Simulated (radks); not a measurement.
# Bi³⁻ held by a Watson sphere

One table from this session's results is given with a row withheld; the runs are named, their logs left out.

Program: radks (a radial shooting solver on a logarithmic mesh, Libxc functionals) version 1. Level of theory: scalar-relativistic Kohn-Sham, LB94 model potential, spin-polarised, spherical densities, finite nucleus. These are calculated values, not measurements, unless marked.

## The atom as given

```
element            : bismuth (Z = 83)
charge             : -3
electrons          : 86
configuration      : [Rn]
nuclear rms radius : 5.5211 fm
```

The outer shells:

Bi³⁻
```
[Xe] core
4f [↑↓][↑↓][↑↓][↑↓][↑↓][↑↓][↑↓]
5d [↑↓][↑↓][↑↓][↑↓][↑↓]
6s [↑↓]
6p [↑↓][↑↓][↑↓]
```

LB94 adds a gradient term to the LDA potential that gives it a −1/r tail. It is a model potential with no energy functional, so Etot and Exc are not given.

Set-up of the first run:

Settings of this run:

```text
Z 83
configuration [Rn]
relativity scalar-relativistic
functional lda,pw
model_potential LB94
spin polarised
nucleus finite rms 5.5211 fm
c 137.035999084
watson charge 4.26 radius 2.85 bohr
response adiabatic LDA kernel
```

Among the steps run: R = 2.85 bohr; R = 3.61 bohr; R = 5.07 bohr; R = 5.52 bohr; R = 5.73 bohr; R = 5.93 bohr; R = 5.98 bohr; R = 6.16 bohr; R = 6.26 bohr.

One of the session's tables, all rows but one given; the rest of the session is left out.

```
R (bohr)  highest level (eV)  its <r> (bohr)  sum of <r²> (bohr²)  α (bohr³)
    2.85             -19.910           2.792                95.64      42.29
    3.61             -16.699           3.096                108.7      70.41
    5.07             -12.145           3.583                133.6      167.2
    5.52             -11.106           3.709                141.2      211.9
    5.73             -10.666           3.765                144.8      235.8
    5.93             -10.271           3.816                148.2      260.6
    5.98             -10.176           3.829                149.0      267.2
    6.16                   ?               ?                    ?          ?
    6.26              -9.667           3.898                153.8      306.5
```

Q: Estimate the row for R (bohr) = 6.16 from the others.

Worked estimate for «highest level (eV)». A straight line through the neighbours (5.98, -10.176) and (6.26, -9.667) gives -10.176 + (-9.667 + 10.176) × (6.16 − 5.98) / (6.26 − 5.98) = -9.849; a parabola fitted to 3 rows on both sides gives -9.844.

As computed: highest level (eV): -9.844; its <r> (bohr): 3.874; sum of <r²> (bohr²): 152.1; α (bohr³): 291.9. In «highest level (eV)» the line misses by -0.005 and the parabola by 0.000.

What this shows: From R = 2.85 to 6.26 bohr the top level moves from -19.910 to -9.667 eV and its mean radius from 2.79 to 3.90 bohr. A wider sphere makes a shallower well, so the ion swells.
